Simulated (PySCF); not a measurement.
# C2Cl2F4 (dichlorotetrafluoroethane): levels of theory compared

Wanted: a comparison of 5 runs (BHLYP/6-31G*, BLYP/6-31G*, CAM-B3LYP/6-31G*, revPBE/6-31G*, wB97M-V/6-31G*) of C2Cl2F4 (dichlorotetrafluoroethane). 

The calculation is run with PySCF 2.14.0.

2 further runs of the same task are left out: 2 set aside as unsound or not needed.

## (1) The molecule

C2Cl2F4: 8 atoms, total charge 0, spin state singlet. SMILES: `FC(F)(Cl)C(F)(F)Cl`. The shape is that of a PBE0-D4/def2-TZVP optimisation. This is one conformer, not always the lowest.

Bond lengths: F1–C2 1.329 Å, C2–F3 1.329 Å, C2–Cl4 1.757 Å, C2–C5 1.555 Å, C5–F6 1.329 Å, C5–F7 1.329 Å, C5–Cl8 1.757 Å. Some angles: F1–C2–F3 108.7°, F1–C2–Cl4 109.7°, F1–C2–C5 109.3°, F3–C2–Cl4 109.7°, F3–C2–C5 109.3°, Cl4–C2–C5 110.2°, C2–C5–F6 109.3°, C2–C5–F7 109.3°, C2–C5–Cl8 110.2°, F6–C5–F7 108.7°.

## (2) The energy at BHLYP/6-31G(d) (spherical functions) (run 1)

The input, start.xyz:

```xyz
8

F      0.267760    -1.567040    -0.724840
C     -0.250750    -0.345590    -0.649700
F      0.153990     0.355720    -1.703640
Cl    -2.005130    -0.446830    -0.644660
C      0.250750     0.345580     0.649700
F     -0.154030    -0.355670     1.703660
F     -0.267710     1.567060     0.724780
Cl     2.005130     0.446760     0.644700
```

The input, job.py:

```python
# dichlorotetrafluoroethane
from pyscf import gto, dft

mol = gto.M(
    atom='start.xyz',
    basis='6-31g*',
    charge=0,
    verbose=4,
    max_memory=1860,
)

mf = dft.RKS(mol)
mf.xc = 'bhandhlyp'
mf.conv_tol = 1e-10
mf.grids.level = 5
mf.kernel()
if not mf.converged:
    mf = mf.newton().run(mf.mo_coeff, mf.mo_occ)

e_tot = mf.e_tot
print(f'total energy: {e_tot:.8f} hartree')
```

Command:

```bash
$ OMP_NUM_THREADS=1 python job.py
```

The program printed:

```text
PySCF version 2.14.0

[... 76 lines left out ...]
converged SCF energy = -1395.72783759759
total energy: -1395.72783760 hartree
```

Wall time 41 s (1 thread of Intel Xeon at 2.70GHz, shared host); peak memory 0.7 GiB.

## (3) The energy at BLYP/6-31G(d) (spherical functions) (run 2)

The input, run.py:

```python
from pyscf import gto, dft

system = gto.M(
    atom='''
F      0.505993    -2.961276    -1.369749
C     -0.473849    -0.653070    -1.227755
F      0.290999     0.672213    -3.219413
Cl    -3.789147    -0.844386    -1.218231
C      0.473849     0.653052     1.227755
F     -0.291075    -0.672119     3.219451
F     -0.505899     2.961314     1.369636
Cl     3.789147     0.844254     1.218306
''',
    basis='6-31g*',
    max_memory=1860,
    unit='bohr',
    verbose=4,
    charge=0,
)

myscf = dft.RKS(system)
myscf.xc = 'blyp'
myscf.conv_tol = 1e-10
myscf.grids.level = 5
myscf.kernel()
if not myscf.converged:
    myscf = myscf.newton().run(myscf.mo_coeff, myscf.mo_occ)

e_tot = myscf.e_tot
print('Final energy', e_tot)
```

Command:

```bash
$ OMP_NUM_THREADS=1 python run.py
```

The program printed:

```text
PySCF version 2.14.0

[... 78 lines left out ...]
converged SCF energy = -1395.83638691248
Final energy -1395.8363869124782
```

It took 39 s on 1 thread of Intel Xeon at 2.70GHz, shared host; peak memory 0.7 GiB.

Runs 3 to 4 aren't shown in full; the table further down has their settings and results.

## (4) A single-point energy at wB97M-V/6-31G(d) (spherical functions) (run 5)

The input, input.py:

```python
# dichlorotetrafluoroethane
from pyscf import gto, dft

mol = gto.M(
    atom='''
F        0.267760      -1.567040      -0.724840
C       -0.250750      -0.345590      -0.649700
F        0.153990       0.355720      -1.703640
Cl      -2.005130      -0.446830      -0.644660
C        0.250750       0.345580       0.649700
F       -0.154030      -0.355670       1.703660
F       -0.267710       1.567060       0.724780
Cl       2.005130       0.446760       0.644700
''',
    verbose=3,
    spin=0,
    basis='6-31g*',
    max_memory=1860,
)

mf = dft.RKS(mol, xc='wb97m-v')
mf.grids.level = 5
mf.nlcgrids.level = 1
mf.conv_tol = 1e-10
mf.kernel()
if not mf.converged:
    mf = mf.newton().run(mf.mo_coeff, mf.mo_occ)

energy = mf.e_tot
print('E(%s) = %.9f' % ('WB97M-V', energy))
```

Command:

```bash
$ OMP_NUM_THREADS=1 python input.py
```

The program printed:

```text
converged SCF energy = -1395.77239372838
E(WB97M-V) = -1395.772393728
```

It took 2.8 min on 1 thread of Intel Xeon at 2.70GHz, shared host; peak memory 0.7 GiB.

## (5) All runs side by side

| run | level | nlc grid | energy (Eh) | dipole moment (D) | HOMO energy (eV) | LUMO energy (eV) | wall time |
| --- | --- | --- | --- | --- | --- | --- | --- |
| 1 | BHLYP/6-31G* (spherical functions) | – | -1395.727838 | 0.00 | -11.02 | 0.77 | 41 s |
| 2 | BLYP/6-31G* (spherical functions) | – | -1395.836387 | 0.00 | -7.84 | -1.24 | 39 s |
| 3 | CAM-B3LYP/6-31G* (spherical functions) | – | -1395.812741 | 0.00 | -11.00 | 0.85 | 68 s |
| 4 | revPBE/6-31G* (spherical functions) | – | -1395.585900 | 0.00 | -7.98 | -1.32 | 43 s |
| 5 | wB97M-V/6-31G* (spherical functions) | 1 | -1395.772394 | 0.00 | -11.88 | 1.90 | 2.8 min |

## (6) Results

| quantity | value |
| --- | --- |
| run 5: total energy | -1395.77239 Eh |
| run 5: dipole moment | 0.00 D |
| run 5: HOMO energy | -11.88 eV |
| run 5: LUMO energy | 1.90 eV |
| run 5: HOMO–LUMO gap | 13.79 eV |

In words: The HOMO–LUMO gap runs from 6.59 eV (BLYP/6-31G*) to 13.79 eV (wB97M-V/6-31G*). Totals of different functionals can't be ranked against each other. All runs together took 6 min, the longest 2.8 min.
